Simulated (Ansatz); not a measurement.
**CoCO+ (singlet): wave-function methods side by side, def2-SVP**

An exercise on one series of results from a longer session: the logs are not shown, and one member is left open.

The runs use Ansatz 0.2.0, Gaussian basis; def2-SVP, core rule «outside noble gas», up to 11 orbitals frozen.

Plan: UHF; CCSD(T) on RHF; CCSD(T) on UHF; CISD; CCSDT(Q) on RHF; CCSDT(Q) on UHF.

5 further runs of the same task are left out: 5 set aside as unsound or not needed.

### What is computed

The geometry is a PBE0/def2-TZVP stationary point (not a proven minimum) of the parent state, kept for this charge and spin.

3 atoms, charge 1, spin multiplicity 1.

Atoms are counted from 1 here; the program's logs count them from 0.

Bond lengths: Co1–C2 1.705 Å, C2–O3 1.145 Å. Angles: Co1–C2–O3 180.0°.

The first run:

File in.yaml:

```yaml
crystal:
  periodic: [false, false, false]
  atoms:
    - {symbol: Co, position_ang: [0.000000, 0.000000, 1.518567]}
    - {symbol: C, position_ang: [0.000000, 0.000000, -0.186833]}
    - {symbol: O, position_ang: [0.000000, 0.000000, -1.331733]}
basis:
  gaussian: {orbitals: def2-SVP}
total_charge: 1
magnetization: {spin_polarized: true, initial_magnetization: 0}
hamiltonian: {xc: hf}
output: {orbitals: {seedname: orbitals}}
```

Command:

```sh
ansatz run in.yaml --threads 1 --pin off --events-out ev --progress --plain --max-ram 4096MiB --backend cpu
```

Among the steps run: UHF; CCSD(T) on RHF; CCSD(T) on UHF; CISD; CCSDT(Q) on RHF; CCSDT(Q) on UHF.

One table of the session follows, with a row left open; its other results are not shown here.

| method | from RCCSDT(Q) (meV) |
| --- | --- |
| RHF | +15805.3 |
| UHF | +13827.2 |
| RMP2 | +1432.9 |
| UMP2 | ? |
| CISD | +3174.5 |
| RCCSD | +1314.6 |
| UCCSD | -370.3 |
| RCCSD(T) | +463.2 |
| UCCSD(T) | -1204.5 |
| RCCSDT | +185.8 |
| UCCSDT | -1427.0 |
| RCCSDT(Q) | 0 |
| UCCSDT(Q) | -1555.4 |

Estimate the missing values for UMP2.

**Answer.** from RCCSDT(Q) (meV): -431.8. In the column «from RCCSDT(Q) (meV)» it lies between UCCSD(T) (-1204.5) and UCCSD (-370.3).

To keep in mind: The determinant is far from a pure spin state, so its energy mixes those of several spin states (harmless only where they are near-degenerate, as at dissociation). The program flags UCCSD(T), UCCSDT(Q) as in doubt, so those rows may rest on another solution; read them beside their warnings. Warnings: restricted reference is unstable; spin contamination; coupled cluster took another determinant than the lowest; large T1 diagnostic. Restricted and unrestricted rows rest on different reference determinants; where their highest levels disagree by more than a few hundredths of an eV, they describe different states and don't form one ladder.
